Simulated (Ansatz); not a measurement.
# AlGeH5Si: the cost of one run

Program: the Python package of Ansatz 0.2.0. The levels of theory stand in the script. These are calculated values, not measurements.

## 1. Starting point

Bond lengths: Al1–Si2 2.345 Å, Al1–Ge3 2.392 Å, Si2–Ge3 2.273 Å, Al1–H4 1.583 Å, Si2–H5 1.482 Å, Si2–H6 1.477 Å, Ge3–H7 1.582 Å, Ge3–H8 1.525 Å. Angles (14 of 15 angles, heavy atoms first): Al1–Si2–Ge3 62.4°, Si2–Al1–Ge3 57.4°, Al1–Ge3–Si2 60.3°, Al1–Si2–H5 113.8°, Al1–Si2–H6 115.6°, Ge3–Si2–H5 115.0°, Ge3–Si2–H6 115.7°, Si2–Al1–H4 148.6°, Ge3–Al1–H4 154.0°, Al1–Ge3–H7 112.6°, Al1–Ge3–H8 114.6°, Si2–Ge3–H7 116.6°, Si2–Ge3–H8 117.4°, H5–Si2–H6 120.7°.

The script holds or builds the structure itself.

## 2. The code

Contents of algeh5si.py:

```python
import ansatz as az
from ase import Atoms

atoms = Atoms(['Al', 'Si', 'Ge', 'H', 'H', 'H', 'H', 'H'], positions=[
    (-1.1996, -0.1329, -0.9346),
    (0.3143, 1.1744, 0.2885),
    (0.5513, -1.0844, 0.3889),
    (-2.4408, -0.202, -1.9145),
    (1.3152, 1.8725, -0.5521),
    (-0.2306, 1.8162, 1.5018),
    (1.704, -1.7158, -0.4923),
    (0.0783, -1.7851, 1.6585),
])
system = az.Crystal.molecule_from_ase(atoms)

calc = system.calculation().functional('B3LYP')

energies = {}
for basis in ['def2-SVP', 'def2-SVPD', 'def2-TZVP', 'def2-TZVPP']:
    report = calc.basis(gaussian=basis).run(threads=1, pin='off').report
    size = report['n_frozen'] + report['n_occupied'][0] + report['n_virtual'][0]
    energies[basis] = (report['reference_energy_ev'] / 27.211386246, report['free_energy_ev'] / 27.211386246)
    print(f'{basis:14s} {size:4d} orbitals  reference {energies[basis][0]:14.6f} Ha  total {energies[basis][1]:14.6f} Ha')

last = energies['def2-TZVPP'][1]
for basis, (_, total) in energies.items():
    print(f'{basis:14s} lies {27.211386 * (total - last):9.4f} eV above def2-TZVPP')
```

## 3. What the engine is handed

The package turns the script's settings into the engine's input (first run):

```yaml
crystal:
  periodic: [false, false, false]
  atoms:
    - { symbol: Al, position_ang: [-1.1996, -0.1329, -0.9346] }
    - { symbol: Si, position_ang: [0.3143, 1.1744, 0.2885] }
    - { symbol: Ge, position_ang: [0.5513, -1.0844, 0.3889] }
    - { symbol: H, position_ang: [-2.4408, -0.202, -1.9145] }
    - { symbol: H, position_ang: [1.3152, 1.8725, -0.5521] }
    - { symbol: H, position_ang: [-0.2306, 1.8162, 1.5018] }
    - { symbol: H, position_ang: [1.704, -1.7158, -0.4923] }
    - { symbol: H, position_ang: [0.0783, -1.7851, 1.6585] }
basis:
  gaussian:
    orbitals: def2-SVP
hamiltonian:
  xc: b3lyp
```

## 4. Running it

Command:

```sh
$ python algeh5si.py
```

What time and memory should one allow on 1 thread of Arm Neoverse V1, shared host?

About 26 s, with a peak of 0.46 GiB.
